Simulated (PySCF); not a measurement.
# C4H5AlS: NMR shifts at several levels of theory

How much do the NMR shifts of C4H5AlS (`[AlH2][c]1cccs1`) depend on the level of theory, and what does each level cost?

Programs: PySCF 2.14.0, with density-fitted response routines of our own. Each step states its level of theory. These are calculated values for one molecule in the gas phase, unless marked as measured. Atoms count from 0, in the outputs and in this text.

**1. The molecule as given**

11 atoms, charge 0, multiplicity 1; geometry from: PBE0-D3(BJ)/def2-SVP.

Bonds of the start (Å): Al0–C1 1.93, C1–C2 1.39, C2–C3 1.42, C3–C4 1.37, C4–S5 1.71, S5–C1 1.73, Al0–H6 1.59, Al0–H7 1.59, C2–H8 1.09, C3–H9 1.09, C4–H10 1.09.

**2. Shielding tensors: PBE0/pcSseg-2**

Job settings and geometry (Å):

```
{"job": {"kind": "nmr", "xc": "PBE0", "basis": "pcSseg-2", "pop": false}, "charge": 0, "multiplicity": 1}
Al     2.485548     0.166401    -0.124067
C      0.553897     0.189982    -0.084457
C     -0.300806    -0.783224     0.416735
C     -1.677448    -0.480630     0.267359
C     -1.876461     0.730036    -0.353340
S     -0.392254     1.481288    -0.743540
H      3.269361     1.379277    -0.784633
H      3.229140    -1.091172     0.499748
H      0.064108    -1.701376     0.883347
H     -2.491332    -1.125738     0.601866
H     -2.825658     1.208616    -0.594427
```

Method: GIAO PBE0/pcSseg-2 NMR shielding, non-relativistic, gas phase.

Launch:

```sh
$ OMP_NUM_THREADS=1 python probes_run.py task.json out
```

This one command runs all jobs of the session in turn.

The log of the run:

```text
coarse grid: 10696 points
cycle   1  E = -795.6310047644  dE =  7.758e-01  |g| = 3.868e-01  |ddm| = 2.644e+00
cycle   2  E = -795.5888738050  dE =  4.213e-02  |g| = 5.439e-01  |ddm| = 7.951e-01
cycle   3  E = -795.6670537784  dE = -7.818e-02  |g| = 9.348e-02  |ddm| = 5.084e-01
cycle   4  E = -795.6691247010  dE = -2.071e-03  |g| = 4.352e-02  |ddm| = 1.238e-01
cycle   5  E = -795.6696123098  dE = -4.876e-04  |g| = 1.124e-02  |ddm| = 4.064e-02
cycle   6  E = -795.6696382069  dE = -2.590e-05  |g| = 4.603e-03  |ddm| = 1.314e-02
cycle   7  E = -795.6696428663  dE = -4.659e-06  |g| = 1.540e-03  |ddm| = 4.527e-03
final grid: 95328 points
cycle   8  E = -795.6804281947  dE = -4.559e-05  |g| = 8.742e-03  |ddm| = 3.304e-02
cycle   9  E = -795.6803963474  dE =  3.185e-05  |g| = 1.392e-02  |ddm| = 1.666e-02
cycle  10  E = -795.6804466513  dE = -5.030e-05  |g| = 1.451e-03  |ddm| = 1.159e-02
cycle  11  E = -795.6804471668  dE = -5.155e-07  |g| = 5.269e-04  |ddm| = 1.523e-03
cycle  12  E = -795.6804472372  dE = -7.038e-08  |g| = 9.801e-05  |ddm| = 4.488e-04
cycle  13  E = -795.6804472383  dE = -1.062e-09  |g| = 7.246e-05  |ddm| = 1.485e-04
cycle  14  E = -795.6804472396  dE = -1.372e-09  |g| = 1.036e-05  |ddm| = 5.925e-05
cycle  15  E = -795.6804472397  dE = -2.683e-11  |g| = 2.959e-06  |ddm| = 1.088e-05
converged SCF energy = -795.6804472397

GIAO shielding tensors (ppm)
atom      isotropic    diamagn.    paramagn.     s11        s22        s33       span
  0 Al     315.640     793.543    -477.903    260.062    317.384    369.475    109.412
  1 C       28.864     256.830    -227.966    -57.183    -16.116    159.890    217.073
  2 C       31.810     252.402    -220.592    -62.175     16.421    141.183    203.358
  3 C       47.155     253.572    -206.417    -40.759     34.116    148.108    188.866
  4 C       34.795     258.441    -223.646    -66.117     28.332    142.171    208.289
  5 S      209.240    1057.989    -848.750     77.226    187.048    363.446    286.220
  6 H       26.000      28.554      -2.554     22.878     25.235     29.888      7.010
  7 H       25.923      28.548      -2.625     23.011     24.795     29.962      6.951
  8 H       23.252      31.706      -8.454     20.290     22.859     26.608      6.318
  9 H       23.640      30.087      -6.447     20.723     23.789     26.408      5.685
 10 H       23.212      29.288      -6.076     20.765     22.566     26.306      5.541
```

Wall time 80 s (1 thread of Arm Neoverse N1, shared host); peak memory 1.2 GiB.

Shifts follow as δ = σ(reference) − σ, with reference shieldings (ppm) from runs at the same level and on the same kind of geometry: 1H TMS 31.25, 13C TMS 184.1, 33S CS2 503, 27Al AlH4- 485.2. The references are single molecules in the gas phase. Shifts against hydride references such as AlH4− lie on their own scale. Atoms listed in one row are averaged.

```csv
atoms,environment,σ (ppm),δ (ppm)
C1,substituted aromatic carbon next to the ring sulfur,28.9,155.3
C2,aromatic CH,31.8,152.3
C4,aromatic CH next to the ring sulfur,34.8,149.3
C3,aromatic CH,47.2,137.0
H10,hydrogen on an aromatic CH next to the ring sulfur,23.21,8.03
H8,hydrogen on an aromatic CH,23.25,7.99
H9,hydrogen on an aromatic CH,23.64,7.60
"H6, H7",hydrogen on an aluminium bonded to C,25.96,5.28
Al0,"aluminium bonded to C, 2 H",315.6,169.6
S5,aromatic ring sulfur,209,294
```

Ring of atoms C1, C2, C3, C4, S5: NICS(0) -13.0, NICS(1) -11.1, NICS(1)zz -31.2 ppm (means of both faces).

**3. Shielding tensors: mPW1PW91/pcSseg-2**

Same as in step 2 but for these lines:

```diff
@@ -1,2 +1,2 @@
-{"job": {"kind": "nmr", "xc": "PBE0", "basis": "pcSseg-2", "pop": false}, "charge": 0, "multiplicity": 1}
+{"job": {"kind": "nmr", "xc": "mPW1PW91", "basis": "pcSseg-2", "pop": false}, "charge": 0, "multiplicity": 1}
 Al     2.485548     0.166401    -0.124067
```

Level: GIAO mPW1PW91/pcSseg-2 NMR shielding, non-relativistic, gas phase.

The log of the run:

```text
coarse grid: 10696 points
cycle   1  E = -796.0613035242  dE =  7.743e-01  |g| = 3.862e-01  |ddm| = 2.640e+00
cycle   2  E = -796.0202083201  dE =  4.110e-02  |g| = 5.417e-01  |ddm| = 8.282e-01
cycle   3  E = -796.0979056812  dE = -7.770e-02  |g| = 9.289e-02  |ddm| = 5.078e-01
cycle   4  E = -796.0999403083  dE = -2.035e-03  |g| = 4.382e-02  |ddm| = 1.243e-01
cycle   5  E = -796.1004351633  dE = -4.949e-04  |g| = 1.137e-02  |ddm| = 4.103e-02
cycle   6  E = -796.1004618320  dE = -2.667e-05  |g| = 4.615e-03  |ddm| = 1.355e-02
cycle   7  E = -796.1004665216  dE = -4.690e-06  |g| = 1.543e-03  |ddm| = 4.484e-03
final grid: 95328 points
cycle   8  E = -796.1101706084  dE = -4.236e-05  |g| = 6.349e-03  |ddm| = 3.369e-02
cycle   9  E = -796.1101541971  dE =  1.641e-05  |g| = 1.006e-02  |ddm| = 1.206e-02
cycle  10  E = -796.1101801246  dE = -2.593e-05  |g| = 1.171e-03  |ddm| = 8.212e-03
cycle  11  E = -796.1101804408  dE = -3.162e-07  |g| = 4.632e-04  |ddm| = 1.198e-03
cycle  12  E = -796.1101804968  dE = -5.607e-08  |g| = 8.713e-05  |ddm| = 4.107e-04
cycle  13  E = -796.1101804980  dE = -1.156e-09  |g| = 5.556e-05  |ddm| = 1.376e-04
cycle  14  E = -796.1101804988  dE = -8.031e-10  |g| = 9.812e-06  |ddm| = 4.888e-05
converged SCF energy = -796.1101804988

GIAO shielding tensors (ppm)
atom      isotropic    diamagn.    paramagn.     s11        s22        s33       span
  0 Al     317.656     793.714    -476.058    263.909    319.644    369.416    105.507
  1 C       28.056     256.731    -228.674    -57.927    -17.064    159.160    217.087
  2 C       30.938     252.083    -221.145    -63.574     15.805    140.584    204.158
  3 C       46.366     253.509    -207.143    -41.734     33.395    147.439    189.173
  4 C       33.753     258.407    -224.655    -67.465     27.283    141.440    208.905
  5 S      204.656    1058.186    -853.530     71.648    183.645    358.674    287.027
  6 H       26.099      28.637      -2.537     22.975     25.332     29.991      7.016
  7 H       26.021      28.614      -2.593     23.106     24.892     30.066      6.960
  8 H       23.321      31.722      -8.401     20.375     22.906     26.682      6.307
  9 H       23.713      30.126      -6.413     20.814     23.852     26.474      5.659
 10 H       23.280      29.289      -6.009     20.853     22.612     26.376      5.523
```

It took 79 s on 1 thread of Arm Neoverse N1, shared host; peak memory 1.1 GiB.

Key values: δ C1 155.5, C2 152.6, C4 149.8, C3 137.2, H10 8.01, H8 7.97 ppm.

**4. Nuclear shieldings: WP04/pcSseg-2**

Same as in step 3 but for these lines:

```diff
@@ -1,2 +1,2 @@
-{"job": {"kind": "nmr", "xc": "mPW1PW91", "basis": "pcSseg-2", "pop": false}, "charge": 0, "multiplicity": 1}
+{"job": {"kind": "nmr", "xc": "WP04", "basis": "pcSseg-2", "pop": false}, "charge": 0, "multiplicity": 1}
 Al     2.485548     0.166401    -0.124067
```

Level: GIAO WP04/pcSseg-2 NMR shielding, non-relativistic, gas phase.

The log of the run:

```text
coarse grid: 10696 points
cycle   1  E = -806.6346489981  dE =  6.724e-01  |g| = 6.222e-01  |ddm| = 2.702e+00
cycle   2  E = -806.4425508101  dE =  1.921e-01  |g| = 1.010e+00  |ddm| = 1.363e+00
cycle   3  E = -806.7269172774  dE = -2.844e-01  |g| = 1.860e-01  |ddm| = 9.441e-01
cycle   4  E = -806.7342204228  dE = -7.303e-03  |g| = 8.651e-02  |ddm| = 2.276e-01
cycle   5  E = -806.7362320790  dE = -2.012e-03  |g| = 2.632e-02  |ddm| = 8.808e-02
cycle   6  E = -806.7363763214  dE = -1.442e-04  |g| = 1.053e-02  |ddm| = 2.335e-02
cycle   7  E = -806.7364025171  dE = -2.620e-05  |g| = 2.455e-03  |ddm| = 8.772e-03
cycle   8  E = -806.7364037918  dE = -1.275e-06  |g| = 1.274e-03  |ddm| = 2.676e-03
final grid: 95328 points
cycle   9  E = -806.7540178789  dE = -7.120e-05  |g| = 7.950e-03  |ddm| = 4.411e-02
cycle  10  E = -806.7539682499  dE =  4.963e-05  |g| = 1.540e-02  |ddm| = 1.668e-02
cycle  11  E = -806.7540329649  dE = -6.471e-05  |g| = 2.079e-03  |ddm| = 1.289e-02
cycle  12  E = -806.7540341399  dE = -1.175e-06  |g| = 7.918e-04  |ddm| = 2.347e-03
cycle  13  E = -806.7540342812  dE = -1.413e-07  |g| = 2.619e-04  |ddm| = 7.220e-04
cycle  14  E = -806.7540342949  dE = -1.365e-08  |g| = 1.454e-04  |ddm| = 3.154e-04
cycle  15  E = -806.7540343003  dE = -5.454e-09  |g| = 3.443e-05  |ddm| = 1.181e-04
cycle  16  E = -806.7540343006  dE = -2.931e-10  |g| = 5.635e-06  |ddm| = 2.548e-05
converged SCF energy = -806.7540343006

GIAO shielding tensors (ppm)
atom      isotropic    diamagn.    paramagn.     s11        s22        s33       span
  0 Al     342.587     795.428    -452.841    303.175    352.249    372.338     69.163
  1 C       14.779     257.506    -242.727    -67.679    -32.180    144.196    211.875
  2 C       20.115     253.966    -233.851    -77.726      8.839    129.231    206.957
  3 C       34.995     254.712    -219.717    -53.541     22.822    135.704    189.244
  4 C       21.583     258.750    -237.167    -80.195     16.211    128.732    208.927
  5 S      169.102    1062.031    -892.929     29.463    164.184    313.659    284.196
  6 H       27.398      29.678      -2.279     24.253     26.639     31.303      7.051
  7 H       27.316      29.782      -2.466     24.359     26.204     31.385      7.026
  8 H       23.998      32.047      -8.049     21.298     23.412     27.285      5.987
  9 H       24.378      29.990      -5.611     21.682     24.438     27.016      5.334
 10 H       23.937      29.196      -5.259     21.660     23.134     27.016      5.356
```

Wall time 84 s (1 thread of Arm Neoverse N1, shared host); peak memory 1.2 GiB.

Key values: δ C1 157.3, C2 152.0, C4 150.5, C3 137.1, H10 7.67, H8 7.61 ppm.

**5. Nuclear shieldings: B97-2/pcSseg-2**

Same as in step 4 but for these lines:

```diff
@@ -1,2 +1,2 @@
-{"job": {"kind": "nmr", "xc": "WP04", "basis": "pcSseg-2", "pop": false}, "charge": 0, "multiplicity": 1}
+{"job": {"kind": "nmr", "xc": "B97-2", "basis": "pcSseg-2", "pop": false}, "charge": 0, "multiplicity": 1}
 Al     2.485548     0.166401    -0.124067
```

Level: GIAO B97-2/pcSseg-2 NMR shielding, non-relativistic, gas phase.

The log of the run:

```text
coarse grid: 10696 points
cycle   1  E = -796.0508752592  dE =  7.445e-01  |g| = 3.881e-01  |ddm| = 2.652e+00
cycle   2  E = -796.0004833728  dE =  5.039e-02  |g| = 5.736e-01  |ddm| = 8.369e-01
cycle   3  E = -796.0892876741  dE = -8.880e-02  |g| = 9.488e-02  |ddm| = 5.346e-01
cycle   4  E = -796.0913970213  dE = -2.109e-03  |g| = 4.694e-02  |ddm| = 1.314e-01
cycle   5  E = -796.0919789618  dE = -5.819e-04  |g| = 1.172e-02  |ddm| = 4.397e-02
cycle   6  E = -796.0920071433  dE = -2.818e-05  |g| = 4.901e-03  |ddm| = 1.378e-02
cycle   7  E = -796.0920125255  dE = -5.382e-06  |g| = 1.664e-03  |ddm| = 4.766e-03
final grid: 95328 points
cycle   8  E = -796.1007285700  dE = -6.754e-05  |g| = 5.782e-03  |ddm| = 5.764e-02
cycle   9  E = -796.1007184176  dE =  1.015e-05  |g| = 7.526e-03  |ddm| = 9.432e-03
cycle  10  E = -796.1007315437  dE = -1.313e-05  |g| = 2.573e-03  |ddm| = 7.536e-03
cycle  11  E = -796.1007331958  dE = -1.652e-06  |g| = 4.173e-04  |ddm| = 1.965e-03
cycle  12  E = -796.1007332352  dE = -3.940e-08  |g| = 1.494e-04  |ddm| = 3.651e-04
cycle  13  E = -796.1007332403  dE = -5.143e-09  |g| = 3.152e-05  |ddm| = 1.150e-04
cycle  14  E = -796.1007332405  dE = -1.974e-10  |g| = 1.501e-05  |ddm| = 3.773e-05
converged SCF energy = -796.1007332405

GIAO shielding tensors (ppm)
atom      isotropic    diamagn.    paramagn.     s11        s22        s33       span
  0 Al     332.650     793.731    -461.081    283.192    335.740    379.016     95.824
  1 C       31.992     257.005    -225.013    -51.983    -11.719    159.678    211.661
  2 C       34.340     252.776    -218.436    -58.199     20.321    140.899    199.098
  3 C       49.374     253.921    -204.547    -36.645     37.066    147.702    184.347
  4 C       37.408     258.298    -220.890    -60.947     31.427    141.743    202.690
  5 S      218.101    1058.522    -840.422     87.416    198.760    368.126    280.710
  6 H       26.286      28.804      -2.518     23.151     25.519     30.189      7.039
  7 H       26.211      28.814      -2.603     23.287     25.079     30.266      6.979
  8 H       23.418      31.848      -8.429     20.501     23.037     26.718      6.217
  9 H       23.809      30.150      -6.341     20.933     23.978     26.517      5.584
 10 H       23.391      29.280      -5.889     20.949     22.774     26.451      5.503
```

It took 79 s on 1 thread of Arm Neoverse N1, shared host; peak memory 1.1 GiB.

This run: δ C1 151.5, C2 149.1, C4 146.1, C3 134.1, H10 7.97, H8 7.94 ppm.

**6. Shielding tensors: BHandHLYP/pcSseg-2**

Same as in step 5 but for these lines:

```diff
@@ -1,2 +1,2 @@
-{"job": {"kind": "nmr", "xc": "B97-2", "basis": "pcSseg-2", "pop": false}, "charge": 0, "multiplicity": 1}
+{"job": {"kind": "nmr", "xc": "BHandHLYP", "basis": "pcSseg-2", "pop": false}, "charge": 0, "multiplicity": 1}
 Al     2.485548     0.166401    -0.124067
```

With the program's defaults for keys left out, this is: GIAO BHandHLYP/pcSseg-2 NMR shielding, non-relativistic, gas phase.

The log of the run:

```text
coarse grid: 10696 points
cycle   1  E = -795.9778472840  dE =  9.370e-01  |g| = 3.097e-01  |ddm| = 2.579e+00
cycle   2  E = -795.9931864587  dE = -1.534e-02  |g| = 2.434e-01  |ddm| = 6.225e-01
cycle   3  E = -796.0067422080  dE = -1.356e-02  |g| = 8.782e-02  |ddm| = 2.490e-01
cycle   4  E = -796.0087659633  dE = -2.024e-03  |g| = 2.623e-02  |ddm| = 1.040e-01
cycle   5  E = -796.0089351512  dE = -1.692e-04  |g| = 7.756e-03  |ddm| = 2.818e-02
cycle   6  E = -796.0089499274  dE = -1.478e-05  |g| = 2.276e-03  |ddm| = 7.910e-03
cycle   7  E = -796.0089513173  dE = -1.390e-06  |g| = 9.375e-04  |ddm| = 2.849e-03
final grid: 95328 points
cycle   8  E = -796.0185754051  dE = -1.819e-05  |g| = 2.165e-03  |ddm| = 2.459e-02
cycle   9  E = -796.0185754224  dE = -1.740e-08  |g| = 2.172e-03  |ddm| = 3.960e-03
cycle  10  E = -796.0185766099  dE = -1.187e-06  |g| = 3.167e-04  |ddm| = 1.775e-03
cycle  11  E = -796.0185766282  dE = -1.826e-08  |g| = 1.715e-04  |ddm| = 3.975e-04
cycle  12  E = -796.0185766362  dE = -8.082e-09  |g| = 5.306e-05  |ddm| = 1.660e-04
cycle  13  E = -796.0185766370  dE = -7.940e-10  |g| = 1.237e-05  |ddm| = 6.167e-05
converged SCF energy = -796.0185766370

GIAO shielding tensors (ppm)
atom      isotropic    diamagn.    paramagn.     s11        s22        s33       span
  0 Al     328.450     792.834    -464.384    280.599    332.002    372.748     92.148
  1 C       24.395     255.583    -231.188    -66.739    -21.950    161.872    228.611
  2 C       29.744     250.882    -221.137    -73.209     18.014    144.428    217.637
  3 C       46.726     252.323    -205.597    -46.698     36.209    150.665    197.363
  4 C       30.750     256.836    -226.086    -76.887     24.522    144.615    221.502
  5 S      209.752    1057.610    -847.859     59.831    200.690    368.733    308.903
  6 H       26.463      28.803      -2.340     23.249     25.695     30.447      7.198
  7 H       26.380      28.766      -2.386     23.350     25.259     30.532      7.183
  8 H       23.502      31.986      -8.485     20.482     22.958     27.065      6.583
  9 H       23.932      30.465      -6.533     20.871     24.023     26.903      6.032
 10 H       23.397      29.602      -6.205     20.942     22.722     26.525      5.583
```

Run time: 75 s. Hardware: 1 thread of Arm Neoverse N1, shared host; peak memory 1.1 GiB.

Key values: δ C1 159.9, C2 154.5, C4 153.5, C3 137.5, H10 8.05, H8 7.95 ppm.

**7. Nuclear shieldings: CAM-B3LYP/pcSseg-2**

Same as in step 6 but for these lines:

```diff
@@ -1,2 +1,2 @@
-{"job": {"kind": "nmr", "xc": "BHandHLYP", "basis": "pcSseg-2", "pop": false}, "charge": 0, "multiplicity": 1}
+{"job": {"kind": "nmr", "xc": "CAM-B3LYP", "basis": "pcSseg-2", "pop": false}, "charge": 0, "multiplicity": 1}
 Al     2.485548     0.166401    -0.124067
```

With the program's defaults for keys left out, this is: GIAO CAM-B3LYP/pcSseg-2 NMR shielding, non-relativistic, gas phase.

The log of the run:

```text
coarse grid: 10696 points
cycle   1  E = -796.0047463111  dE =  8.874e-01  |g| = 3.166e-01  |ddm| = 2.567e+00
cycle   2  E = -796.0155158626  dE = -1.077e-02  |g| = 2.757e-01  |ddm| = 6.167e-01
cycle   3  E = -796.0329218804  dE = -1.741e-02  |g| = 7.983e-02  |ddm| = 2.591e-01
cycle   4  E = -796.0345289837  dE = -1.607e-03  |g| = 2.596e-02  |ddm| = 9.447e-02
cycle   5  E = -796.0346838222  dE = -1.548e-04  |g| = 8.630e-03  |ddm| = 2.903e-02
cycle   6  E = -796.0347018327  dE = -1.801e-05  |g| = 2.650e-03  |ddm| = 9.179e-03
cycle   7  E = -796.0347035058  dE = -1.673e-06  |g| = 8.618e-04  |ddm| = 3.234e-03
final grid: 95328 points
cycle   8  E = -796.0487592774  dE = -2.927e-05  |g| = 2.766e-03  |ddm| = 2.556e-02
cycle   9  E = -796.0487592044  dE =  7.305e-08  |g| = 2.839e-03  |ddm| = 4.524e-03
cycle  10  E = -796.0487611953  dE = -1.991e-06  |g| = 3.753e-04  |ddm| = 2.225e-03
cycle  11  E = -796.0487612208  dE = -2.550e-08  |g| = 1.921e-04  |ddm| = 4.655e-04
cycle  12  E = -796.0487612298  dE = -9.066e-09  |g| = 6.580e-05  |ddm| = 1.902e-04
cycle  13  E = -796.0487612309  dE = -1.119e-09  |g| = 1.459e-05  |ddm| = 7.000e-05
cycle  14  E = -796.0487612310  dE = -9.959e-11  |g| = 6.838e-06  |ddm| = 2.486e-05
converged SCF energy = -796.0487612310

GIAO shielding tensors (ppm)
atom      isotropic    diamagn.    paramagn.     s11        s22        s33       span
  0 Al     301.605     793.142    -491.537    243.763    300.467    360.584    116.822
  1 C       21.085     255.384    -234.299    -67.025    -27.509    157.789    224.814
  2 C       26.984     250.609    -223.625    -73.352     13.620    140.685    214.036
  3 C       43.198     251.959    -208.761    -49.840     32.192    147.242    197.082
  4 C       28.362     256.953    -228.590    -79.009     23.067    141.028    220.037
  5 S      186.090    1057.712    -871.622     38.601    176.632    343.036    304.436
  6 H       26.164      28.637      -2.473     23.066     25.423     30.002      6.936
  7 H       26.089      28.613      -2.524     23.181     25.002     30.083      6.902
  8 H       23.409      31.808      -8.399     20.546     22.865     26.817      6.271
  9 H       23.804      30.448      -6.644     20.940     23.819     26.655      5.715
 10 H       23.307      29.627      -6.320     20.995     22.552     26.374      5.379
```

Wall time 1.8 min (1 thread of Arm Neoverse N1, shared host); peak memory 1.4 GiB.

Key values: δ C1 161.5, C2 155.6, C4 154.2, C3 139.4, H10 8.03, H8 7.93 ppm.

**8. NMR shieldings: wB97X-D/pcSseg-2**

Same as in step 7 but for these lines:

```diff
@@ -1,2 +1,2 @@
-{"job": {"kind": "nmr", "xc": "CAM-B3LYP", "basis": "pcSseg-2", "pop": false}, "charge": 0, "multiplicity": 1}
+{"job": {"kind": "nmr", "xc": "wB97X-D", "basis": "pcSseg-2", "pop": false}, "charge": 0, "multiplicity": 1}
 Al     2.485548     0.166401    -0.124067
```

Level: GIAO wB97X-D/pcSseg-2 NMR shielding, non-relativistic, gas phase.

The log of the run:

```text
coarse grid: 10696 points
cycle   1  E = -796.0121102931  dE =  9.276e-01  |g| = 3.002e-01  |ddm| = 2.573e+00
cycle   2  E = -796.0311018162  dE = -1.899e-02  |g| = 2.027e-01  |ddm| = 5.302e-01
cycle   3  E = -796.0397424935  dE = -8.641e-03  |g| = 7.484e-02  |ddm| = 1.994e-01
cycle   4  E = -796.0412351231  dE = -1.493e-03  |g| = 2.181e-02  |ddm| = 9.600e-02
cycle   5  E = -796.0413575907  dE = -1.225e-04  |g| = 6.373e-03  |ddm| = 2.975e-02
cycle   6  E = -796.0413682001  dE = -1.061e-05  |g| = 2.281e-03  |ddm| = 9.708e-03
cycle   7  E = -796.0413696856  dE = -1.486e-06  |g| = 8.128e-04  |ddm| = 3.950e-03
final grid: 95328 points
cycle   8  E = -796.0564982731  dE = -1.868e-04  |g| = 5.612e-03  |ddm| = 5.581e-02
cycle   9  E = -796.0565000624  dE = -1.789e-06  |g| = 4.863e-03  |ddm| = 7.842e-03
cycle  10  E = -796.0565050001  dE = -4.938e-06  |g| = 6.337e-04  |ddm| = 3.951e-03
cycle  11  E = -796.0565051372  dE = -1.372e-07  |g| = 3.120e-04  |ddm| = 9.995e-04
cycle  12  E = -796.0565051643  dE = -2.714e-08  |g| = 1.162e-04  |ddm| = 4.001e-04
cycle  13  E = -796.0565051690  dE = -4.612e-09  |g| = 2.534e-05  |ddm| = 1.550e-04
cycle  14  E = -796.0565051696  dE = -6.853e-10  |g| = 9.966e-06  |ddm| = 9.108e-05
converged SCF energy = -796.0565051696

GIAO shielding tensors (ppm)
atom      isotropic    diamagn.    paramagn.     s11        s22        s33       span
  0 Al     318.895     793.466    -474.571    265.636    320.431    370.617    104.981
  1 C       27.567     256.768    -229.201    -58.223    -19.370    160.295    218.518
  2 C       29.968     252.017    -222.049    -68.141     16.071    141.974    210.115
  3 C       45.929     252.897    -206.968    -44.614     33.898    148.504    193.118
  4 C       32.114     258.040    -225.926    -72.478     25.899    142.920    215.398
  5 S      203.732    1058.053    -854.321     63.206    191.859    356.132    292.926
  6 H       26.188      28.587      -2.399     23.062     25.439     30.064      7.003
  7 H       26.117      28.595      -2.478     23.189     25.018     30.144      6.955
  8 H       23.397      31.776      -8.380     20.488     22.880     26.822      6.335
  9 H       23.790      30.280      -6.490     20.900     23.863     26.607      5.707
 10 H       23.294      29.375      -6.081     20.920     22.603     26.358      5.438
```

It took 1.7 min on 1 thread of Arm Neoverse N1, shared host; peak memory 1.3 GiB.

In short: δ C1 156.8, C2 154.4, C4 152.3, C3 138.5, H10 8.06, H8 7.96 ppm.

[end of part 1 of 2]
